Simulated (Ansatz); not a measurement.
Working through a ranking of structure types by relaxed energy of Sc on several prototypes

Computed with Ansatz 0.2.0, Python API.

Notebook, run cell by cell (the value of a cell's last expression is shown):

**Cell 1**
```python
import warnings

import ansatz as az
import numpy as np
import pandas as pd
import spglib
```

**Cell 2**
```python
def fcc(first, a):
    return (
        az.Lattice.fcc(a)
        .space_group(225)
        .atom(first, [0, 0, 0])
        .primitive()
    )
```

**Cell 3**
```python
def bcc(A, a):
    return (
        az.Lattice.bcc(a)
        .space_group(229)
        .atom(A, [0, 0, 0])
        .primitive()
    )
```

**Cell 4**
```python
def diamond(first, a):
    return az.Crystal.diamond(first, a=a)


def solve(name, crystal):
    calc = (
        crystal.calculation()
        .functional("r2SCAN")
        .basis(550)
        .kpoints(spacing=0.16)
        .occupations("cold", width=0.05)
        .stress()
        .band_table()
    )
    calc = calc.relax(force_tolerance=0.03, max_steps=60, cell=True)
    return calc.run()
```

**Cell 5**
```python
def relaxed_twice(name, crystal):
    # the second pass draws mesh and plane waves anew for the relaxed cell
    first = solve(name, crystal)
    again = az.Crystal(lattice=az.Lattice.of(first.lattice.cell_ang))
    for site in first.report["lattice"]["sites"]:
        again = again.atom(site["symbol"], site["position_frac"])
    return solve(name, again)
```

**Cell 6**
```python
def pressure_gpa(outcome):
    return float(np.trace(outcome.report["stress_gpa"]) / 3)
```

**Cell 7**
```python
def space_group(outcome):
    sites = outcome.report["lattice"]["sites"]
    kinds = sorted({site["symbol"] for site in sites})
    cell = (outcome.lattice.cell_ang, [site["position_frac"] for site in sites], [kinds.index(site["symbol"]) for site in sites])
    return spglib.get_spacegroup(cell, symprec=0.01)
```

**Cell 8**
```python
def volume_per_atom(outcome):
    return abs(np.linalg.det(outcome.lattice.cell_ang)) / len(outcome.lattice.sites)
```

**Cell 9**
```python
# a is a first guess in angstrom
warnings.simplefilter("ignore", az.DeckWarning)
```

**Cell 10**
```python
phases = {}
phases["fcc"] = fcc("Sc", 4.64)
phases["bcc"] = bcc("Sc", 3.68)
phases["diamond"] = diamond("Sc", 6.38)
```

**Cell 11**
```python
done = {}
for name, crystal in phases.items():
    done[name] = relaxed_twice(name, crystal)
    print(f"{name}: {done[name].report['energy_sigma0_ev']:.4f} eV, {len(done[name].lattice.sites)} atoms")
```
Output:
```text
fcc: -2140.5121 eV, 1 atoms
bcc: -2140.4960 eV, 1 atoms
diamond: -4276.8092 eV, 2 atoms
```

**Cell 12**
```python
energy = {name: o.report["energy_sigma0_ev"] / len(o.lattice.sites) for name, o in done.items()}
lowest = min(energy.values())
rows = [(name, len(o.lattice.sites), 1000 * (energy[name] - lowest), pressure_gpa(o), space_group(o), volume_per_atom(o)) for name, o in done.items()]
rows.sort(key=lambda row: row[2])
print(pd.DataFrame(rows, columns=["phase", "atoms", "dE (meV/atom)", "P (GPa)", "space group", "V (A^3/atom)"]).round(4).to_string(index=False))
print("lowest in energy:", rows[0][0])
```
Output:
```text
  phase  atoms  dE (meV/atom)  P (GPa) space group  V (A^3/atom)
    fcc      1         0.0000  -0.0269 Fm-3m (225)       25.1212
    bcc      1        16.1414  -0.0002 Im-3m (229)       25.0777
diamond      2      2107.5635  -0.0146 Fd-3m (227)       31.8719
lowest in energy: fcc
```

By space group at the end of each run: Fm-3m (+0 meV an atom, 25.1 Å³), Im-3m (+16 meV an atom, 25.1 Å³) and Fd-3m (+2108 meV an atom, 31.9 Å³).

What to keep in mind:
- Absolute energies stand on the zero of these potentials, so only differences at equal settings mean something.
- No spin polarisation was allowed.
- Pressure is positive in compression.
- The cells are built on prototypes, so most aren't the phase found in nature. Rows bear the name of their start, and a relaxation keeps or raises the symmetry. Differences under 10 to 15 meV an atom lie within the error of mesh and functional.
- Wall time of the script: 110 s on 1 thread of Arm Neoverse V2, with other jobs on the host, peak memory 0.75 GiB.
